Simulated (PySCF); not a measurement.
**CrH₂: relaxation and vibrations of the quintet**

Aim: relax CrH₂ as a quintet from a bent start, check by its vibrations whether the end is a minimum, and collect its spectrum and constants.

Computed with PySCF 2.14.0. Level: PBE0, basis Cr def2-TZVP, H def2-TZVP, no relativity, density fitting.

### Step 1. The system as given

3 atoms, charge 0, spin multiplicity 5.

Bond lengths: Cr1–H2 1.540 Å, Cr1–H3 1.540 Å. Angles: H2–Cr1–H3 110.0°.

```xyz
3
charge 0 multiplicity 5
Cr    0.0000    0.0000    0.0000
H     1.2615    0.0000    0.8833
H    -1.2615    0.0000    0.8833
```

### Step 2. The SCF at the typed geometry

The steps below are one call of a driver around PySCF. For each, scf.py gives the equivalent set-up of the SCF; relaxations use the driver's own optimiser. After this first run the driver tries any further starts and a stability analysis.

Contents of scf.py:

```python
from pyscf import gto, scf, dft
mol = gto.M(atom='''
Cr     0.000000     0.000000     0.000000
H      1.261500     0.000000     0.883300
H     -1.261500     0.000000     0.883300''',
    basis={'Cr': 'def2-TZVP', 'H': 'def2-TZVP'},
    charge=0, spin=4)
mf = dft.UKS(mol, xc='PBE0')
mf.grids.atom_grid = (50, 194)
aux = {'Cr': 'def2-universal-JKFIT', 'H': 'def2-universal-JKFIT'}
mf = mf.density_fit(auxbasis=aux)
mf.conv_tol = 1e-08
mf.diis_space = 10
mf.max_cycle = 60
mf.init_guess = 'minao'
mf.verbose = 4
mf.kernel()
```

The run is started by

```bash
OMP_NUM_THREADS=2 python axn.py task.json out
```

What it wrote:

```text
init E= -1044.83786455032
[... the frontier-level lines of each cycle are left out ...]
cycle= 1 E= -1045.07763150712  delta_E= -0.24  |g|= 0.945  |ddm|= 1.46
cycle= 2 E= -1042.15073101856  delta_E= 2.93  |g|= 2.63  |ddm|= 3.18
cycle= 3 E= -1045.3489766414  delta_E= -3.2  |g|= 0.191  |ddm|= 3.06
cycle= 4 E= -1045.36944634867  delta_E= -0.0205  |g|= 0.0829  |ddm|= 0.25
cycle= 5 E= -1045.37241813  delta_E= -0.00297  |g|= 0.0211  |ddm|= 0.056
cycle= 6 E= -1045.37292235822  delta_E= -0.000504  |g|= 0.00744  |ddm|= 0.0315
cycle= 7 E= -1045.37306953185  delta_E= -0.000147  |g|= 0.0068  |ddm|= 0.0207
cycle= 8 E= -1045.37312799457  delta_E= -5.85e-05  |g|= 0.000724  |ddm|= 0.016
cycle= 9 E= -1045.37312971159  delta_E= -1.72e-06  |g|= 0.000516  |ddm|= 0.00345
cycle= 10 E= -1045.37312984126  delta_E= -1.3e-07  |g|= 6.17e-05  |ddm|= 0.000579
cycle= 11 E= -1045.37312984416  delta_E= -2.9e-09  |g|= 1.39e-05  |ddm|= 0.000108
Extra cycle  E= -1045.37312984401  delta_E= 1.46e-10  |g|= 2.96e-05  |ddm|= 3.16e-05
converged SCF energy = -1045.37312984401  <S^2> = 6.100213  2S+1 = 5.0399258
```

This step, with its further starts and checks, needed 6.4 s of wall time on 2 threads of Arm Neoverse N1, shared host.

Energies from each starting density:

| start | energy (Eh) |
| --- | --- |
| the minimal-basis guess | -1045.373130 |
| a thermally smeared density | -1045.373130 |
| a smeared PBE density | -1045.373130 |

The test of internal stability and the other starts found no lower solution of this spin.

### Step 3. Bent start, quintet: relaxation

The program finds C2v symmetry in the start, which this walk keeps. The walk stops when the largest gradient is under 0.0003 Eh/bohr and the energy has settled too.

scf.py: that of step 2 with these lines changed.

```diff
@@ -3,3 +3,3 @@
-Cr     0.000000     0.000000     0.000000
-H      1.261500     0.000000     0.883300
-H     -1.261500     0.000000     0.883300''',
+Cr     0.000000     0.000000    -0.032998
+H      1.261500     0.000000     0.850302
+H     -1.261500     0.000000     0.850302''',
@@ -15 +14,0 @@
-mf.init_guess = 'minao'
```

Energy and gradient, step by step:

| step | energy (Eh) | change (kJ/mol) | largest symmetric gradient (Eh/bohr) |
| --- | --- | --- | --- |
| 0 | -1045.373130 | 0.00 | 0.03184 |
| 1 | -1045.376536 | -8.94 | 0.01633 |
| 2 | -1045.378093 | -13.03 | 0.00256 |
| 3 | -1045.378176 | -13.25 | 0.00058 |
| 4 | -1045.378190 | -13.29 | 0.00080 |
| 5 | -1045.378197 | -13.30 | 0.00049 |
| 6 | -1045.378199 | -13.31 | 0.00012 |

The walk took 7.4 s.

Geometry (Å) and forces (eV/Å) at some steps:

```
step 0
Cr   0.000   0.000  -0.033   0.000   0.000  -1.637
H    1.262   0.000   0.850   1.111   0.000   0.819
H   -1.262   0.000   0.850  -1.111   0.000   0.819
step 1
Cr   0.000   0.000  -0.055   0.000   0.000  -0.840
H    1.292   0.000   0.861   0.605   0.000   0.420
H   -1.292   0.000   0.861  -0.605   0.000   0.420
step 3
Cr   0.000   0.000  -0.075   0.000   0.000   0.025
H    1.346   0.000   0.871   0.030   0.000  -0.012
H   -1.346   0.000   0.871  -0.030   0.000  -0.012
step 6
Cr   0.000   0.000  -0.065   0.000   0.000   0.006
H    1.360   0.000   0.866  -0.004   0.000  -0.003
H   -1.360   0.000   0.866   0.004   0.000  -0.003
```

End point (C2v, 6 steps, 13.3 kJ/mol gained): Cr–H 1.648 Å (×2); H–Cr–H 111.2°.

### Step 4. Frequencies

The point is checked on the finer grid, and tightened if its gradient asks for it. The Hessian and the dipole derivatives come from central differences of analytic gradients, with steps of 0.02 bohr.

scf.py: that of step 3 with these lines changed.

```diff
@@ -3,3 +3,3 @@
-Cr     0.000000     0.000000    -0.032998
-H      1.261500     0.000000     0.850302
-H     -1.261500     0.000000     0.850302''',
+Cr     0.000000     0.000000    -0.034687
+H      1.360118     0.000000     0.896396
+H     -1.360118     0.000000     0.896396''',
@@ -9 +9 @@
-mf.grids.atom_grid = (50, 194)
+mf.grids.atom_grid = (75, 302)
@@ -12 +12 @@
-mf.conv_tol = 1e-08
+mf.conv_tol = 1e-10
```

This SCF starts from the last density.

SCF at the final geometry:

```text
init E= -1045.37822302044
[... the frontier-level lines of each cycle are left out ...]
cycle= 1 E= -1045.3782230204  delta_E= 4.23e-11  |g|= 1.38e-05  |ddm|= 1.08e-05
cycle= 2 E= -1045.37822302013  delta_E= 2.61e-10  |g|= 3.16e-05  |ddm|= 2.34e-05
cycle= 3 E= -1045.37822302045  delta_E= -3.16e-10  |g|= 5.59e-07  |ddm|= 1.66e-05
cycle= 4 E= -1045.37822302045  delta_E= -4.09e-12  |g|= 3.87e-07  |ddm|= 8.77e-07
Extra cycle  E= -1045.37822302045  delta_E= 2.5e-12  |g|= 5.61e-07  |ddm|= 7.36e-07
converged SCF energy = -1045.37822302045  <S^2> = 6.1346946  2S+1 = 5.0535907
```

The whole step took 20 s.

Geometry: C2v; Cr–H 1.648 Å (×2); H–Cr–H 111.2°.

Modes, for the most abundant isotopes:

```
symmetry  ω (cm⁻¹)  IR (km/mol)  μ (u)     type
      a1       605          144   1.03     bend
      b2      1659          300   1.03  stretch
      a1      1679         78.0   1.02  stretch
```

No imaginary mode, so this is a minimum.

Properties at this point:

* Dipole moment: 3.51 D
* Highest occupied level: -6.51 eV
* Lowest empty level: -2.20 eV
* Rotational constants: 10.02, 4.521, 3.115 cm⁻¹
* Zero-point energy: 23.6 kJ/mol
* Principal polarisabilities: 31.5, 39.3, 47.1 bohr³
* Atomisation energy without zero-point energy: 395 kJ/mol
* Principal traceless quadrupole moments about the centre of mass: -4.05, 1.20, 2.85 D Å
* Entropy at 298.15 K and 1 bar (electronic part: spin only): 231.3 J/(mol K)
* Heat capacity Cp at 298.15 K: 37.9 J/(mol K)
* Enthalpy at 298.15 K above 0 K: 10.34 kJ/mol
* Rotational symmetry number: 2
* Spin squared ⟨S²⟩: 6.135

Populations by atom (charges in e):

```csv
atom,Mulliken,Löwdin,polar tensor,spin (Mulliken),Mayer order to Cr1
Cr1,0.35,0.28,0.78,4.51,–
"H2,3",-0.17,-0.14,-0.39,-0.25,0.91
```

Mulliken populations on Cr1: s 6.80, p 12.20, d 4.65, f 0.00.

### Step 5. What came out

```
                                          quantity                             value
                                           minimum                      quintet, C2v
                                          geometry  Cr–H 1.648 Å (×2); H–Cr–H 111.2°
                                wavenumbers (cm⁻¹)    605 (a1), 1659 (b2), 1679 (a1)
                                     dipole moment                            3.51 D
highest occupied, lowest empty level (either spin)                   -6.51, -2.20 eV
                        polar-tensor charge of Cr1                           +0.78 e
                                 zero-point energy                       23.6 kJ/mol
                               entropy at 298.15 K                   231.3 J/(mol K)
         atomisation energy (no zero-point energy)                        395 kJ/mol
                                              ⟨S²⟩                             6.135
```

In words: The bent start keeps its C2v symmetry and ends in a minimum. In the infrared the band at 1659 cm⁻¹ (b2, stretch) leads. Most of the spin sits on Cr1 (Mulliken spin 4.51, against 4 for the whole molecule). Other starts or spin states, not run here, may lie lower. One determinant may miss the lowest occupation of an open d or f shell.

The search up to here took 34 s.
